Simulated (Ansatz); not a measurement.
# GeH₄Se₃: a ladder of functionals and wavefunction methods

One table from this session's results is given with a row withheld; the runs are named, their logs left out.

Computed with Ansatz 0.2.0, Gaussian basis. Level: functionals in def2-TZVPP, the program's frozen cores in correlated methods.

Plan: LDA (SPW92), PBE-D4, revPBE-D4, BLYP-D4, r2SCAN-D4, B97M-V, PBE0-D4, B3LYP-D4, r2SCANh-D4, r2SCAN0-D4, HSE06-D4, BHLYP-D4, CAM-B3LYP-D4, LC-ωPBE, ωB97X-V, ωB97M-V, B2PLYP, PBE-QIDH; CCSD(T)/def2-SVP; MP2/def2-TZVPP; MP2/def2-QZVPP; RPA on PBE.

### Structure used throughout

An earlier PBE0-D4 in a triple-zeta def2 set relaxation fixed the geometry.

SMILES `[SeH][GeH]([SeH])[SeH]`, 8 atoms, charge 0, spin multiplicity 1.

Atoms are counted from 1 here; the program's logs count them from 0.

Bond lengths: Se1–Ge2 2.350 Å, Se1–H5 1.471 Å, Ge2–Se3 2.350 Å, Ge2–Se4 2.350 Å, Ge2–H6 1.539 Å, Se3–H7 1.471 Å, Se4–H8 1.471 Å. Angles: Ge2–Se1–H5 92.6°, Se1–Ge2–Se3 107.8°, Se1–Ge2–Se4 107.8°, Se1–Ge2–H6 111.1°, Se3–Ge2–Se4 107.8°, Se3–Ge2–H6 111.1°, Se4–Ge2–H6 111.1°, Ge2–Se3–H7 92.6°, Ge2–Se4–H8 92.6°.

The first run:

in.yaml

```yaml
crystal:
  periodic: [false, false, false]
  atoms:
    - {symbol: Se, position_ang: [-1.520923, 1.023689, -1.400313]}
    - {symbol: Ge, position_ang: [0.005701, 0.038663, 0.090087]}
    - {symbol: Se, position_ang: [2.155884, 0.261175, -0.831593]}
    - {symbol: Se, position_ang: [-0.489661, -2.255105, 0.214800]}
    - {symbol: H, position_ang: [-1.097423, 2.385244, -1.038603]}
    - {symbol: H, position_ang: [-0.071998, 0.697743, 1.478158]}
    - {symbol: H, position_ang: [2.806170, -0.189959, 0.408404]}
    - {symbol: H, position_ang: [-1.695651, -2.018549, 1.023260]}
basis:
  gaussian: {orbitals: def2-TZVPP}
hamiltonian: {xc: lda}
output: {orbitals: {seedname: orbitals}}
```

Launch:

```
$ ansatz run in.yaml --threads 4 --pin off --events-out ev --progress --plain --max-ram 11315MiB
```

Among the steps run: LDA; PBE-D4 (GGA); revPBE-D4 (GGA); BLYP-D4 (GGA); r2SCAN-D4 (meta-GGA); B97M-V (meta-GGA); B3LYP-D4 (hybrid); r2SCANh-D4 (hybrid); r2SCAN0-D4 (hybrid); HSE06-D4 (hybrid); BHLYP-D4 (hybrid); CAM-B3LYP-D4 (range-separated); LC-ωPBE (range-separated); ωB97X-V (range-separated); ωB97M-V (range-separated); B2PLYP (double hybrid); PBE-QIDH (double hybrid).

One table of the session follows, with a row left open; its other results are not shown here.

It belongs to the step «Orbital energies across the functionals». 

```
  functional  HOMO (eV)  gap (eV)
 LDA (SPW92)          ?         ?
      PBE-D4      -5.98      3.87
   revPBE-D4      -5.94      3.92
     BLYP-D4      -5.81      3.76
   r2SCAN-D4      -6.27      4.36
      B97M-V      -6.35      4.52
     PBE0-D4      -7.13      5.88
    B3LYP-D4      -6.89      5.35
  r2SCANh-D4      -6.69      5.08
  r2SCAN0-D4      -7.32      6.17
    HSE06-D4      -6.74      5.12
    BHLYP-D4      -8.12      7.76
CAM-B3LYP-D4      -8.39      8.09
     LC-ωPBE      -9.75     10.62
     ωB97X-V      -9.41     10.18
     ωB97M-V      -9.26      9.85
```

Estimate the missing values for LDA (SPW92).

**Answer.** HOMO (eV): -6.11; gap (eV): 3.75. In the column «HOMO (eV)» it lies between r2SCAN-D4 (-6.27) and PBE-D4 (-5.98).
